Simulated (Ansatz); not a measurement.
# HgF3 in Ansatz: convergence with smearing width

Input of the first run (smearing width 0.3 eV); the others differ in this setting and in those tied to it:

The input input.yaml:

```yaml
crystal:
  lattice:
    - [0.0, 2.863171, 2.863171]
    - [2.863171, 0.0, 2.863171]
    - [2.863171, 2.863171, 0.0]
  atoms:
    - { symbol: Hg, position: [0.0, 0.0, 0.0] }
    - { symbol: F, position: [0.5, 0.5, 0.5] }
    - { symbol: F, position: [0.75, 0.75, 0.75] }
    - { symbol: F, position: [0.25, 0.25, 0.25] }
hamiltonian:
  xc: pbe
  pseudopotentials: { kind: paw, source: jth }
kpoints:
  mp_grid: { grid: [7, 7, 7] }
scf:
  occupations: { method: methfessel_paxton, width: 0.3 }
output:
  forces: true
  stress: true
  eigenvalues: true
```

Potentials or basis: JTH PAW.

Run with:

```sh
$ ansatz run input.yaml --threads 2 --pin off --max-ram 5632MiB --backend cpu --events-out ev --progress --plain --runs-dir out
```

The cell comes from a database or a generator and needn't be the stable form of this composition.

Hardware: 2 threads of Arm Neoverse V1, on a shared host.

The values tried are 0.3 eV, 0.2 eV, 0.15 eV, 0.1 eV, 0.05 eV, 0.025 eV, 0.01 eV, 0.005 eV, loosest first. From which on does the energy stay within 1 meV/atom of the tightest run that finished?

From 0.15 eV on.

```csv
smearing width,"energy less the tightest run, at zero smearing (meV/atom)",pressure (GPa),SCF cycles,CPU time (s),peak memory (GiB)
0.3 eV,-3.25,1.57,11,7.7,0.5
0.2 eV,-1.23,1.43,11,7.8,0.5
0.15 eV,-0.74,1.35,11,8.2,0.5
0.1 eV,-0.53,1.30,11,7.9,0.5
0.05 eV,-0.26,1.29,12,8.3,0.5
0.025 eV,-0.05,1.29,10,7.4,0.5
0.01 eV,0.00,1.28,9,7.4,0.5
0.005 eV,0.00,1.27,9,7,0.5
```

Against the tightest run, the pressure stays within 0.1 GPa from 0.15 eV on. Narrower smearing needs a denser k mesh, so at a fixed mesh the narrowest width isn't the most accurate. The tightest run that finished is the yardstick and may itself not be fully converged.

Caveat, for the tightest run too: an odd number of electrons without spin polarisation forces a metal; a magnetic or distorted state may lie lower. Spin-orbit coupling is left out, which matters for the levels of Hg.
